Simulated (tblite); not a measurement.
# C4H10AlBrO: the cost of one run

Computed with tblite 0.8.0 and PySCF 2.14.0, with density-fitted response routines of our own, on a single molecule in the gas phase. Atoms are numbered from 0 throughout.

### 1 The starting structure

17 atoms, charge 0, multiplicity 1; geometry from: force field or distance geometry start.

Bonds of the start (Å): Br0–Al1 2.37, Al1–O2 1.81, O2–C3 1.39, C3–C4 1.51, C4–C5 1.50, C5–C6 1.51, C6–O2 1.37, Al1–H7 1.58, Al1–H8 1.61, C3–H9 1.10, C3–H10 1.10, C4–H11 1.09, C4–H12 1.11, C5–H13 1.10, C5–H14 1.09, C6–H15 1.11, C6–H16 1.12.

### 2 Geometry optimisation with GFN2-xTB

Job settings and geometry (Å):

```
{"job": {"kind": "relax", "xc": "GFN2-xTB", "basis": "xTB"}, "charge": 0, "multiplicity": 1}
Br     1.594500     2.582300     1.451600
Al     2.091200     0.522800     0.382200
O      0.654100     0.122900    -0.636400
C     -0.393800     1.017700    -0.492000
C     -1.636700     0.257200    -0.103100
C     -1.121700    -1.094400     0.302400
C      0.202400    -1.153000    -0.414700
H      3.425700     0.715700    -0.450500
H      2.287000    -0.669000     1.442800
H     -0.589400     1.473400    -1.479400
H     -0.216200     1.797600     0.264500
H     -2.184600     0.668200     0.751100
H     -2.328100     0.122000    -0.957900
H     -0.997500    -1.079700     1.394800
H     -1.791000    -1.898800    -0.009200
H      0.101700    -1.633400    -1.406400
H      0.895500    -1.739500     0.249200
```

Launch:

```
$ OMP_NUM_THREADS=1 python probes_run.py task.json out
```

This one command runs all jobs of the session in turn.

Q: Estimate the wall time and peak memory of this first job on 1 thread of Arm Neoverse N1, shared host.

About 1.5 s, with a peak of 0.18 GiB.
